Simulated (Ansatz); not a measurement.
# EuIn: the cost of one run

Method: DFT, at the levels named in each step, in Ansatz 0.2.0.

**1. The starting structure**

The structure is tetragonal, space group P4/mmm (No. 123). The conventional cell has a = 3.795 Å, b = 3.795 Å, c = 4.301 Å, α = 90.00°, β = 90.00°, γ = 90.00°. Eu (site symmetry 4/mmm) has 8 In at 3.44 Å and 4 Eu at 3.79 Å as nearest neighbours. Around In (site symmetry 4/mmm) lie 8 Eu at 3.44 Å and 4 In at 3.79 Å.

Coordinates:

```
Eu In
1.0
     3.79456    0.00000    0.00000
     0.00000    3.79456    0.00000
     0.00000    0.00000    4.30074
Eu In
1 1
Direct
  0.00000 0.00000 0.00000
  0.50000 0.50000 0.50000
```

Where an Elk run is restarted with further inputs, its INFO.OUT and LSJ.OUT are those of the last start.

The cell forces parallel moments, which needn't be the real order.

Elk's input and logs are in atomic units (hartree, bohr).

Atoms are numbered in the order of the input: Eu1, In2.

**2. Collinear moments, PAW**

File input.yaml:

```yaml
crystal:
  lattice:
    - [3.794564, 0.0, 0.0]
    - [0.0, 3.794564, 0.0]
    - [0.0, 0.0, 4.300742]
  atoms:
    - { symbol: Eu, position: [0.0, 0.0, 0.0], spin: 7.0 }
    - { symbol: In, position: [0.5, 0.5, 0.5] }
magnetization:
  spin_polarized: true
kpoints:
  mp_grid: { grid: [9, 9, 8] }
scf:
  occupations: { method: fermi_dirac, width: 0.05 }
hamiltonian:
  xc: lda
  pseudopotentials: { kind: paw }
output:
  forces: true
  stress: true
  eigenvalues: true
```

On the command line:

```console
$ ansatz run input.yaml --threads 2 --pin off --max-ram 3072MiB --backend cpu --events-out ev --progress --plain --runs-dir out
```

What time and memory should one allow on 2 threads of Intel Xeon 6975P-C (Granite Rapids), shared host?

About 5.5 s, with a peak of 0.54 GiB.
